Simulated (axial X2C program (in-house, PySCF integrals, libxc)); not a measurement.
# PbN⁺: bond curves with and without spin–orbit coupling

What are the state, bond length, wavenumber and bond energy of PbN⁺, and what does spin–orbit coupling change?

The runs use an in-house X2C program for linear molecules on PySCF integrals; all-electron X2C, Pb dyall-cv3z, N dyall-av3z.

All values are calculated.

## (1) Input

Input file task.json:

```json
{"zs": [82, 7], "q": 1, "bas": ["dyall-cv3z", "dyall-av3z"], "levels": ["PBE0", "HF", "r2SCAN0"], "cc": true, "r0": 1.95, "thr": -1.0, "nmax": 90, "npts": 10, "nst": 2, "ntry": 6}
```

Keys: zs atomic numbers; q charge; bas basis sets; levels methods (HF also brings MP2); cc coupled cluster on or off; r0 starting distance in Å; thr threshold in hartree for freezing inner shells (an s shell follows its p shell); nmax most natural virtual spinors; npts points asked for on the curve; nst determinants followed; ntry starts of the search.

The run is started by

```console
> python so2c.py task.json out
```

Spin-free means the one-electron spin-free X2C Hamiltonian; two-component (2c) means X2C with spin–orbit coupling and atomic mean-field two-electron Coulomb and Gaunt terms. Basis: Pb dyall-cv3z contracted to [12s14p10d7f1g], N dyall-av3z contracted to [7s7p3d2f]; Gaussian nuclei, density fitting. Masses: Pb 207.977 u, N 14.003 u.

Notation: σ, π±, δ± give the projection m of an orbital's angular momentum (0, ±1, ±2), α and β its spin, Λ and M_S the sums; ω is the projection of a spinor's total angular momentum and Ω the sum. Logs are in hartree.

The results follow Hamiltonian by Hamiltonian and level by level.

## (2) Search for the lowest determinant

PBE0 moves the distance from 1.950 Å to 2.232 Å and compares determinants there.

Spin-free determinants:

```csv
ΔE (eV),state,open shells
0.00,"M_S = 1, Λ = 0","beyond closed shells: π+α, π-α"
0.69,"M_S = 1, Λ = 1","beyond closed shells: σα, π+α, π+β, π-α"
1.29,"M_S = 0, Λ = 1","beyond closed shells: σβ, π+α, π+β, π-α"
1.50,"M_S = 0, Λ = 0","beyond closed shells: π+β, π-α"
1.50,"M_S = 0, Λ = 2","beyond closed shells: π+α, π+β"
1.83,"M_S = 2, Λ = 1","beyond closed shells: σα, 2 × π+α, π-α"
2.92,"M_S = 1, Λ = 1","beyond closed shells: σβ, 2 × π+α, π-α"
```

Two-component determinants:

```csv
ΔE (eV),state,open shells
0.00,Ω = 1,"excess of +ω over −ω: ω = -1/2, ω = 3/2"
0.54,Ω = 2,"excess of +ω over −ω: ω = 1/2, ω = 3/2"
1.48,Ω = 0,closed shell
1.51,Ω = 0,closed shell
1.65,Ω = 1,excess of +ω over −ω: 2 × ω = 1/2
2.47,Ω = 0,"excess of +ω over −ω: 3 × ω = 1/2, ω = -3/2"
2.69,Ω = 3,excess of +ω over −ω: 2 × ω = 3/2
```

## (3) PBE0, spin-free

State followed: M_S = 1, Λ = 0 (beyond closed shells: π+α, π-α). The scan is laid around 2.232 Å, a first estimate of the minimum, and this SCF restarts from the orbitals of the search.

The SCF at the reference distance of 2.232 Å:

```text
spin-free X2C-1e  PBE0
basis functions 219  fitting functions 1149  grid points 5080
iter        total energy     max residual
   1     -20940.352090302     3.90e-06
   2     -20940.352090302     5.15e-06
converged
one-electron -28893.48512918  Coulomb 8218.50752620  exact exchange -98.85178728  xc functional -302.61038780  nuclear repulsion 136.08768775
```

Along the bond, energies from the lowest point:

```
R (Å)  E (eV)  μ (D)  HOMO (eV)  LUMO (eV)  iterations
1.942  0.6210  -1.12     -13.21     -10.37          12
2.031  0.2292  -1.41     -13.06     -10.09          11
2.098  0.0727  -1.62     -12.93      -9.91          11
2.165  0.0035  -1.80     -12.79      -9.77          11
2.232  0.0000  -1.96     -12.64      -9.66           2
2.310  0.0566  -2.13     -12.46      -9.57          13
2.388  0.1584  -2.25     -12.26      -9.51          13
2.489  0.3287  -2.34     -12.01      -9.46          13
2.611  0.5557  -2.27     -11.73      -9.43          14
2.790  0.8454  -1.91     -11.44      -9.38          14
```

Dipoles are positive if N is the positive end and refer to the centre of mass.

Outer orbitals at the reference distance:

| symmetry | occupied | ε (eV) | atomic character |
| --- | --- | --- | --- |
| δ+α | yes | -31.48 | 100% Pb d |
| δ-α | yes | -31.48 | 100% Pb d |
| δ+β | yes | -31.46 | 100% Pb d |
| δ-β | yes | -31.46 | 100% Pb d |
| σα | yes | -31.35 | 93% Pb d, 5% N s |
| σβ | yes | -31.23 | 97% Pb d |
| π-α | yes | -31.17 | 99% Pb d |
| π+α | yes | -31.17 | 99% Pb d |
| π+β | yes | -31.15 | 99% Pb d |
| π-β | yes | -31.15 | 99% Pb d |
| σα | yes | -27.32 | 76% N s, 10% Pb d, 6% Pb s |
| σβ | yes | -24.01 | 67% N s, 16% Pb s, 5% Pb p |
| σα | yes | -20.14 | 68% Pb s, 17% N p, 8% N s |
| σβ | yes | -19.59 | 59% Pb s, 18% N s, 12% N p |
| π-α | yes | -14.81 | 91% N p, 6% Pb p, 2% Pb d |
| π+α | yes | -14.81 | 91% N p, 6% Pb p, 2% Pb d |
| σα | yes | -13.63 | 66% N p, 23% Pb p, 6% Pb s |
| σβ | yes | -12.64 | 62% N p, 29% Pb p, 4% Pb s |
| π-β | no | -9.66 | 69% Pb p, 26% N p, 4% N d |
| π+β | no | -9.66 | 69% Pb p, 26% N p, 4% N d |
| π+α | no | -8.93 | 84% Pb p, 8% N p, 5% N d |
| π-α | no | -8.93 | 84% Pb p, 8% N p, 5% N d |

PBE0 fields in the half plane through the axis: z from -2.4 to 4.5 Å across, distance from the axis 0.15 to 2.25 Å upwards; Pb lies at z = 0 and N at z = 2.232 Å; the ELF is damped to zero where the density is low.

log10 density (e/bohr³). Ten even steps from '0' (-5.37 ) to '9' (1.93 ):
```
011222222222222222111000
112223333333322222221100
122333444433333333322110
223344444444444444332211
233445555555445554443221
233455666665555555543321
334456677766556666554322
334456789876566776654322
```

ELF. Ten even steps from '0' (0.00 ) to '9' (0.95 ):
```
000000000000000000000000
000112111000000000000000
001344322110011111100000
025665433221123344321000
147765433322245677753100
268864445432368889875300
478864565752489789997410
588864634362498219997520
```

Re = 2.202 Å, ωe = 507 cm⁻¹, ωexe = 2.84 cm⁻¹, Be = 0.265 cm⁻¹, De = 1.52 eV, μ = -1.89 D.

## (4) HF, spin-free

Output at 2.232 Å:

```text
spin-free X2C-1e  HF
basis functions 219  fitting functions 1149  grid points 5080
iter        total energy     max residual
   1     -20934.297064337     7.00e-01
   2     -20934.337173031     8.54e-03
   3     -20934.339085777     6.82e-03
   4     -20934.339591770     3.19e-03
   5     -20934.339992696     2.53e-03
   6     -20934.340409752     2.10e-03
   7     -20934.340797169     1.72e-03
   8     -20934.341177215     1.01e-03
   9     -20934.341302316     2.58e-04
  10     -20934.341310076     6.15e-05
  11     -20934.341310503     1.29e-05
  12     -20934.341310512     4.52e-06
  13     -20934.341310513     1.25e-06
converged
one-electron -28894.10545798  Coulomb 8219.28979761  exact exchange -395.61333789  xc functional 0.00000000  nuclear repulsion 136.08768775
```

No constants are quoted: the lowest point is the long end of the scan.

## (5) r2SCAN0, spin-free

Output at 2.232 Å:

```text
spin-free X2C-1e  r2SCAN0
basis functions 219  fitting functions 1149  grid points 5080
iter        total energy     max residual
   1     -20940.366625474     2.35e-01
   2     -20940.370475993     2.18e-03
   3     -20940.370496443     3.21e-03
   4     -20940.370552944     1.30e-03
   5     -20940.370581178     5.91e-04
   6     -20940.370586931     2.81e-04
   7     -20940.370592964     1.28e-04
   8     -20940.370594689     5.30e-05
   9     -20940.370594931     2.09e-05
  10     -20940.370594949     3.04e-06
  11     -20940.370594950     6.27e-07
converged
one-electron -28893.68351078  Coulomb 8218.74337128  exact exchange -98.86470763  xc functional -302.65343558  nuclear repulsion 136.08768775
```

Re = 2.196 Å, ωe = 505 cm⁻¹, ωexe = 4.58 cm⁻¹, Be = 0.2665 cm⁻¹, De = 1.21 eV, μ = -1.91 D.

## (6) Correlated methods, spin-free

Correlated methods: 8 electrons correlated (frozen shells, counted by type: Pb 5 s, 4 p, 3 d, 1 f; N 1 s), 264 virtual spinors in MP2, 90 natural virtuals in coupled cluster.

Output of the correlated part at 2.232 Å:

```text
correlated 8  virtual 264  natural virtual 90  E(MP2) -0.174161871  MP2 remainder -0.004454226
iter   CCSD correlation   residual
   1     -0.186763727   1.11e-01
   2     -0.195138369   5.51e-02
   3     -0.197494779   2.79e-02
   4     -0.198453487   1.61e-02
   5     -0.198958637   6.80e-03
   6     -0.198996222   2.49e-03
   7     -0.199006592   1.03e-03
   8     -0.199006513   4.55e-04
   9     -0.199001327   2.16e-04
  10     -0.199002790   1.00e-04
  11     -0.199002142   3.45e-05
  12     -0.199002465   1.54e-05
  13     -0.199002338   7.77e-06
  14     -0.199002271   3.75e-06
  15     -0.199002248   1.65e-06
  16     -0.199002235   6.79e-07
(T) -0.007378424  T1 0.0566  D1 0.1034  max T2 0.115
```

T1 in the output is the amplitude norm over the root of the electron number; divide by √2 for the Lee–Taylor value.

MP2: No constants are quoted: the reference is strongly spin-contaminated.

CCSD: Re = 2.223 Å, ωe = 501 cm⁻¹, ωexe = 4.49 cm⁻¹, Be = 0.26 cm⁻¹, De = 1.03 eV. T1 at Re = 0.039 (Lee–Taylor, the printed value over √2).

CCSD(T): Re = 2.226 Å, ωe = 504 cm⁻¹, ωexe = 4.76 cm⁻¹, Be = 0.2592 cm⁻¹, De = 1.16 eV. T1 at Re = 0.039 (Lee–Taylor, the printed value over √2).

## (7) A higher determinant, spin-free

State: M_S = 1, Λ = 1 (beyond closed shells: σα, π+α, π+β, π-α).

Output at the reference distance:

```text
spin-free X2C-1e  PBE0
basis functions 219  fitting functions 1149  grid points 5080
iter        total energy     max residual
   1     -20940.326834370     2.23e-06
   2     -20940.326834370     4.76e-06
converged
one-electron -28893.09636116  Coulomb 8218.10856277  exact exchange -98.84392904  xc functional -302.58279470  nuclear repulsion 136.08768775
```

```
R (Å)  E above the lowest PBE0 point (eV)
1.942                               0.771
2.031                               0.613
2.098                               0.592
2.165                               0.624
2.232                               0.687
2.310                               0.778
2.388                               0.871
2.489                               0.981
2.611                               1.090
```

Re = 2.086 Å, ωe = 514 cm⁻¹, ωexe = 8.96 cm⁻¹, Be = 0.2952 cm⁻¹, μ = -1.83 D. Te = 0.60 eV.

## (8) The spin-free curves together

Energy (eV) of the followed determinant, spin-free, from each level's lowest point:

```
R (Å)   PBE0     HF  MP2 (spin-contaminated)   CCSD  CCSD(T)  r2SCAN0
1.942  0.621  0.847                    0.630    n/a      n/a    0.591
2.031  0.229  0.459                    0.213  0.294    0.310    0.211
2.098  0.073  0.305                    0.053  0.113    0.122    0.063
2.165  0.004  0.231                    0.000  0.022    0.026    0.000
2.232  0.000  0.205                    0.053  0.000    0.000    0.001
2.310  0.057  0.195                    0.218  0.040    0.038    0.060
2.388  0.158  0.178                    0.399  0.126    0.123    0.157
2.489  0.329  0.139                    0.573  0.269    0.269    0.307
2.611  0.556  0.080                    0.700    n/a      n/a    0.483
2.790  0.845  0.000                    0.792    n/a      n/a    0.688
```

## (9) PBE0, 2c

State followed: Ω = 1 (excess of +ω over −ω: ω = -1/2, ω = 3/2). The scan is laid around 2.232 Å, a first estimate of the minimum, and this SCF restarts from the orbitals of the search.

Output at 2.232 Å:

```text
two-component X2C + atomic mean field  PBE0
basis functions 219  fitting functions 1149  grid points 5080
iter        total energy     max residual
   1     -20946.401758219     2.76e-06
   2     -20946.401758220     2.18e-06
converged
one-electron -28877.55606293  Coulomb 8216.78701312  exact exchange -98.84573403  xc functional -302.67860817  nuclear repulsion 136.08768775  atomic mean-field constant -20.19605397
```

Along the bond, energies from the lowest point:

```
R (Å)  E (eV)  μ (D)  HOMO (eV)  LUMO (eV)  iterations
1.942  0.5820  -0.80     -13.65     -10.63          14
2.031  0.2270  -1.02     -13.43     -10.40          13
2.098  0.0811  -1.17     -13.27     -10.26          13
2.165  0.0122  -1.29     -13.11     -10.15          13
2.232  0.0000  -1.37     -12.94     -10.06           2
2.310  0.0339  -1.38     -12.73      -9.97          14
2.388  0.0957  -1.29     -12.54      -9.88          14
2.489  0.1839  -1.04     -12.34      -9.76          14
2.611  0.2783  -0.70     -12.18      -9.62          14
2.790  0.3812  -0.36     -12.07      -9.48          13
```

Dipoles are positive if N is the positive end and refer to the centre of mass.

Outer spinors at the reference distance:

| ω | occupied | ε (eV) | atomic character | λ mixture |
| --- | --- | --- | --- | --- |
| -3/2 | yes | -32.65 | 100% Pb d | 83% δ, 17% π |
| 3/2 | yes | -32.61 | 100% Pb d | 83% δ, 17% π |
| 1/2 | yes | -32.49 | 97% Pb d | 55% π, 45% σ |
| -1/2 | yes | -32.46 | 99% Pb d | 58% π, 42% σ |
| 5/2 | yes | -30.13 | 100% Pb d | 100% δ |
| 1/2 | yes | -30.11 | 88% Pb d, 9% N s | 57% σ, 43% π |
| -5/2 | yes | -30.10 | 100% Pb d | 100% δ |
| -1/2 | yes | -29.94 | 97% Pb d | 58% σ, 42% π |
| 3/2 | yes | -29.91 | 99% Pb d | 83% π, 17% δ |
| -3/2 | yes | -29.89 | 99% Pb d | 83% π, 17% δ |
| 1/2 | yes | -27.66 | 71% N s, 16% Pb d, 5% Pb p | 98% σ, 2% π |
| -1/2 | yes | -24.19 | 69% N s, 14% Pb s, 6% Pb d | 100% σ |
| 1/2 | yes | -20.05 | 67% Pb s, 19% N p, 8% N s | 100% σ |
| -1/2 | yes | -19.45 | 61% Pb s, 16% N s, 14% N p | 100% σ |
| -1/2 | yes | -15.27 | 91% N p, 6% Pb p | 100% π |
| 3/2 | yes | -15.24 | 93% N p, 4% Pb p, 2% Pb d | 100% π |
| 1/2 | yes | -14.11 | 63% N p, 25% Pb p, 7% Pb s | 96% σ, 4% π |
| -1/2 | yes | -12.94 | 54% N p, 37% Pb p, 4% Pb s | 89% σ, 11% π |
| 1/2 | no | -10.06 | 68% Pb p, 26% N p, 4% N d | 94% π, 6% σ |
| -1/2 | no | -9.34 | 73% Pb p, 18% N p, 4% N d | 87% π, 13% σ |
| -3/2 | no | -9.26 | 53% Pb p, 43% N p, 3% N d | 100% π |
| 3/2 | no | -8.30 | 85% Pb p, 7% N p, 5% N d | 100% π |

PBE0 fields in the half plane through the axis: z from -2.4 to 4.5 Å across, distance from the axis 0.15 to 2.25 Å upwards; Pb lies at z = 0 and N at z = 2.232 Å; the ELF is damped to zero where the density is low.

log10 density (e/bohr³). Ten even steps from '0' (-5.44 ) to '9' (1.93 ):
```
111222222222222222111000
112233333333332222221100
122333444443333333322110
223344455444444444333211
233445555555445554443221
234455666665555665543321
334456677766566666554322
334456789876566776654322
```

ELF. Ten even steps from '0' (0.00 ) to '9' (0.94 ):
```
000000000000000000000000
000012211000000000000000
001344332210001111100000
014565433321123344321000
036765433332245777653100
157764445532368899875200
378764575752489889986410
378764634363498219997410
```

Re = 2.215 Å, ωe = 448 cm⁻¹, ωexe = 9.19 cm⁻¹, Be = 0.2619 cm⁻¹, De = 0.707 eV, μ = -1.35 D.

## (10) HF, 2c

Output at 2.232 Å:

```text
two-component X2C + atomic mean field  HF
basis functions 219  fitting functions 1149  grid points 5080
iter        total energy     max residual
   1     -20940.260352143     8.98e-01
   2     -20940.300907514     8.60e-03
   3     -20940.303855569     6.90e-03
   4     -20940.305106541     4.34e-03
   5     -20940.306710152     4.46e-03
   6     -20940.308920698     4.38e-03
   7     -20940.312007909     4.58e-03
   8     -20940.316924541     3.75e-03
   9     -20940.316715224     3.30e-03
  10     -20940.318141768     2.68e-03
  11     -20940.319294161     8.33e-04
  12     -20940.319311322     7.32e-04
  13     -20940.319344088     4.07e-04
  14     -20940.319338965     4.54e-04
  15     -20940.319347733     2.59e-04
  16     -20940.319350869     1.06e-04
  17     -20940.319351597     8.34e-05
  18     -20940.319351814     6.37e-05
  19     -20940.319351933     3.20e-05
  20     -20940.319351960     7.90e-06
  21     -20940.319351963     1.39e-06
  22     -20940.319351963     6.23e-07
converged
one-electron -28879.89004407  Coulomb 8219.30651494  exact exchange -395.62745662  xc functional 0.00000000  nuclear repulsion 136.08768775  atomic mean-field constant -20.19605397
```

No constants are quoted: the lowest point is the long end of the scan.

## (11) r2SCAN0, 2c

The SCF at the reference distance of 2.232 Å:

```text
two-component X2C + atomic mean field  r2SCAN0
basis functions 219  fitting functions 1149  grid points 5080
iter        total energy     max residual
   1     -20946.328033657     2.54e-01
   2     -20946.332281900     2.13e-03
   3     -20946.332335641     3.18e-03
   4     -20946.332395670     1.50e-03
   5     -20946.332443136     7.36e-04
   6     -20946.332457348     3.50e-04
   7     -20946.332483736     2.54e-04
   8     -20946.332495823     1.22e-04
   9     -20946.332499013     5.88e-05
  10     -20946.332499575     1.65e-05
  11     -20946.332499616     7.26e-06
  12     -20946.332499621     1.06e-06
  13     -20946.332499621     4.35e-07
converged
one-electron -28877.78971417  Coulomb 8217.05906645  exact exchange -98.85915387  xc functional -302.63433181  nuclear repulsion 136.08768775  atomic mean-field constant -20.19605397
```

Re = 2.222 Å, ωe = 398 cm⁻¹, ωexe = 16.8 cm⁻¹, Be = 0.2603 cm⁻¹, De = 0.486 eV, μ = -1.33 D.

## (12) Correlated methods, 2c

Correlated methods: 8 electrons correlated (frozen shells, counted by type: Pb 5 s, 4 p, 3 d, 1 f; N 1 s), 264 virtual spinors in MP2, 90 natural virtuals in coupled cluster.

Output of the correlated part at 2.232 Å:

```text
correlated 8  virtual 264  natural virtual 90  E(MP2) -0.145892040  MP2 remainder -0.004152153
iter   CCSD correlation   residual
   1     -0.160038373   1.07e-01
   2     -0.168243607   5.94e-02
   3     -0.170821887   4.29e-02
   4     -0.175017719   3.36e-02
   5     -0.176625721   1.84e-02
   6     -0.177431382   9.42e-03
   7     -0.177501380   4.66e-03
   8     -0.177568548   2.66e-03
   9     -0.177565811   1.60e-03
  10     -0.177604908   7.83e-04
  11     -0.177611144   3.84e-04
  12     -0.177618059   2.30e-04
  13     -0.177619511   1.50e-04
  14     -0.177620549   8.17e-05
  15     -0.177620183   4.19e-05
  16     -0.177619983   1.94e-05
  17     -0.177619727   9.61e-06
  18     -0.177619622   5.75e-06
  19     -0.177619634   3.48e-06
(T) -0.006569474  T1 0.1311  D1 0.3529  max T2 0.086
```

MP2: No constants are quoted: the lowest point is the long end of the scan.

CCSD: No constants are quoted: the lowest point is the long end of the scan.

CCSD(T): No constants are quoted: the reference changes its character somewhere along the scan, so the fit is set aside.

## (13) A higher determinant, 2c

State: Ω = 2 (excess of +ω over −ω: ω = 1/2, ω = 3/2).

Output at the reference distance:

```text
two-component X2C + atomic mean field  PBE0
basis functions 219  fitting functions 1149  grid points 5080
iter        total energy     max residual
   1     -20946.381851277     9.67e-06
   2     -20946.381851280     6.77e-06
   3     -20946.381851281     6.86e-06
converged
one-electron -28877.58327633  Coulomb 8216.81917666  exact exchange -98.84576565  xc functional -302.66361974  nuclear repulsion 136.08768775  atomic mean-field constant -20.19605397
```

```
R (Å)  E above the lowest PBE0 point (eV)
1.942                               0.762
2.031                               0.588
2.098                               0.539
2.165                               0.530
2.232                               0.542
2.310                               0.564
2.388                               0.585
2.489                               0.605
2.611                               0.617
```

Re = 2.153 Å, ωe = 323 cm⁻¹, ωexe = 22.6 cm⁻¹, Be = 0.2772 cm⁻¹, μ = -1.06 D. Te = 0.53 eV.

## (14) The 2c curves together

Energy (eV) of the followed determinant, 2c, from each level's lowest point:

```
R (Å)   PBE0  HF (jumps)  MP2 (its reference jumps)  CCSD (its reference jumps)  CCSD(T) (its reference jumps)  r2SCAN0
1.942  0.582       1.779                      0.615                         n/a                            n/a    0.582
2.031  0.227       1.375                      0.372                       0.224                          0.198    0.225
2.098  0.081       1.134                      0.389                       0.101                          0.073    0.082
2.165  0.012       0.916                      0.384                       0.046                          0.019    0.014
2.232  0.000       0.723                      0.335                       0.021                          0.000    0.000
2.310  0.034       0.535                      0.259                       0.008                          0.001    0.023
2.388  0.096       0.383                      0.186                       0.004                          0.013    0.061
2.489  0.184       0.236                      0.110                       0.000                          0.031    0.110
2.611  0.278       0.110                      0.047                         n/a                            n/a    0.160
2.790  0.381       0.000                      0.000                         n/a                            n/a    0.217
```

Time for the job: 3.4 min (1 thread, shared host).

## (15) Constants

Lowest determinant that the search found at its distance, spin-free: M_S = 1, Λ = 0 (beyond closed shells: π+α, π-α).

Lowest determinant that the search found at its distance, 2c: Ω = 1 (excess of +ω over −ω: ω = -1/2, ω = 3/2).

| Hamiltonian | level | Re (Å) | ωe (cm⁻¹) | De (eV) | μ (D) |
| --- | --- | --- | --- | --- | --- |
| spin-free | PBE0 | 2.202 | 507 | 1.52 | -1.89 |
| spin-free | CCSD | 2.223 | 501 | 1.03 | n/a |
| spin-free | CCSD(T) | 2.226 | 504 | 1.16 | n/a |
| spin-free | r2SCAN0 | 2.196 | 505 | 1.21 | -1.91 |
| 2c | PBE0 | 2.215 | 448 | 0.707 | -1.35 |
| 2c | r2SCAN0 | 2.222 | 398 | 0.486 | -1.33 |

Dipoles are positive if N is the positive end and refer to the centre of mass. No constants: spin-free HF (the lowest point is the long end of the scan); spin-free MP2 (the reference is strongly spin-contaminated); 2c HF (the lowest point is the long end of the scan); 2c MP2 (the lowest point is the long end of the scan); 2c CCSD (the lowest point is the long end of the scan); 2c CCSD(T) (the reference changes its character somewhere along the scan, so the fit is set aside).

Time per point (s) on 1 thread, shared host (2c runs); the times are rough: PBE0 1.2, r2SCAN0 1.7.

At PBE0, going from spin-free to two-component changes Re by +13 mÅ, ωe by -11.7 %, so spin–orbit coupling matters for this bond. It costs about 1.6 times the time. De moves by -0.81 eV; both De rest on single-determinant atoms, which can miss part of an open shell's spin–orbit lowering.

De refers to Pb+ + N, each in the lowest determinant found, which need not be this curve's own limit. The state is a single determinant with fixed occupations, the lowest that a limited PBE0 search found. Dissociation energies refer to the lowest single-determinant-based atoms at the same level and basis. Density functionals use the spin component along the axis (collinear). Coupled cluster ran in a truncated set of natural virtual spinors; the MP2 energy of the rest was added. The meta-GGAs lack a current-density term, which matters for open shells with orbital currents, atoms included. With several unpaired electrons one determinant need not be a pure state. The spin-free determinant is spin-contaminated at some levels. With the outer-core shells frozen, correlated bond lengths of heavy atoms tend to come out a few hundredths of an ångström too long. T1 at Re is 0.039 (Lee–Taylor), above the customary mark of 0.02.
